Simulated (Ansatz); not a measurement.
**SiBr₃Cl: one species, many methods**

An exercise on one series of results from a longer session: the logs are not shown, and one member is left open.

Computed with Ansatz 0.2.0, Gaussian basis. Level: functionals in def2-TZVPP, the program's frozen cores in correlated methods.

Levels to be run: LDA (SPW92), PBE-D4, revPBE-D4, BLYP-D4, r2SCAN-D4, B97M-V, PBE0-D4, B3LYP-D4, r2SCANh-D4, r2SCAN0-D4, HSE06-D4, BHLYP-D4, CAM-B3LYP-D4, LC-ωPBE, ωB97X-V, ωB97M-V, B2PLYP, PBE-QIDH; CCSD(T)/def2-SVP; CCSD(T)/def2-TZVPP; MP2/def2-QZVPP; extrapolation to the limit; RPA on PBE.

### The relaxed structure

The geometry comes from an earlier relaxation with PBE0-D4 in a triple-zeta def2 set; it is a stationary point.

SMILES `Cl[Si](Br)(Br)Br`, 5 atoms, charge 0, spin multiplicity 1.

Atoms are counted from 1 here; the program's logs count them from 0.

Bond lengths: Cl1–Si2 2.027 Å, Si2–Br3 2.192 Å, Si2–Br4 2.192 Å, Si2–Br5 2.192 Å. Angles: Cl1–Si2–Br3 109.3°, Cl1–Si2–Br4 109.3°, Cl1–Si2–Br5 109.3°, Br3–Si2–Br4 109.7°, Br3–Si2–Br5 109.7°, Br4–Si2–Br5 109.7°.

Set-up of the first run:

Contents of in.yaml:

```yaml
crystal:
  periodic: [false, false, false]
  atoms:
    - {symbol: Cl, position_ang: [-0.766922, -0.194878, 1.885885]}
    - {symbol: Si, position_ang: [-0.000702, -0.017192, 0.017728]}
    - {symbol: Br, position_ang: [1.726123, -1.351880, -0.185060]}
    - {symbol: Br, position_ang: [-1.535052, -0.566728, -1.447952]}
    - {symbol: Br, position_ang: [0.626352, 2.057077, -0.311901]}
basis:
  gaussian: {orbitals: def2-TZVPP}
hamiltonian: {xc: lda}
output: {orbitals: {seedname: orbitals}}
```

Started as:

```bash
> ansatz run in.yaml --threads 2 --pin off --events-out ev --progress --plain --max-ram 31744MiB --backend cpu
```

Among the steps run: LDA; PBE-D4 (GGA); revPBE-D4 (GGA); BLYP-D4 (GGA); r2SCAN-D4 (meta-GGA); B97M-V (meta-GGA); B3LYP-D4 (hybrid); r2SCANh-D4 (hybrid); r2SCAN0-D4 (hybrid); HSE06-D4 (hybrid); BHLYP-D4 (hybrid); CAM-B3LYP-D4 (range-separated); LC-ωPBE (range-separated); ωB97X-V (range-separated); ωB97M-V (range-separated); B2PLYP (double hybrid); PBE-QIDH (double hybrid).

One of the session's tables, all rows but one given; the rest of the session is left out.

```
  functional  HOMO (eV)  LUMO (eV)  gap (eV)
 LDA (SPW92)      -7.58      -2.61      4.97
      PBE-D4      -7.41      -2.33      5.07
   revPBE-D4      -7.35      -2.22      5.13
     BLYP-D4          ?          ?         ?
   r2SCAN-D4      -7.77      -2.05      5.72
      B97M-V      -7.83      -1.94      5.90
     PBE0-D4      -8.70      -1.44      7.26
    B3LYP-D4      -8.42      -1.69      6.73
  r2SCANh-D4      -8.23      -1.74      6.49
  r2SCAN0-D4      -8.93      -1.28      7.66
    HSE06-D4      -8.30      -1.81      6.49
    BHLYP-D4      -9.81      -0.44      9.37
CAM-B3LYP-D4      -9.99      -0.38      9.61
     LC-ωPBE     -11.41       0.85     12.26
     ωB97X-V     -11.03       0.74     11.78
     ωB97M-V     -10.88       0.53     11.41
```

Q: Estimate the row for BLYP-D4 from the others.

Worked estimate for «HOMO (eV)». Against the share of exact exchange, B3LYP-D4 (0.2, -8.42), BHLYP-D4 (0.5, -9.81) give a slope of -4.63 per unit share; at 0 the line stands at -7.49.

As computed: HOMO (eV): -7.21; LUMO (eV): -2.23; gap (eV): 4.98. In «HOMO (eV)» the line misses by -0.28.

Caveats from the session: All levels share the lack of spin-orbit coupling, which lowers the free heavy atoms and so the true binding.
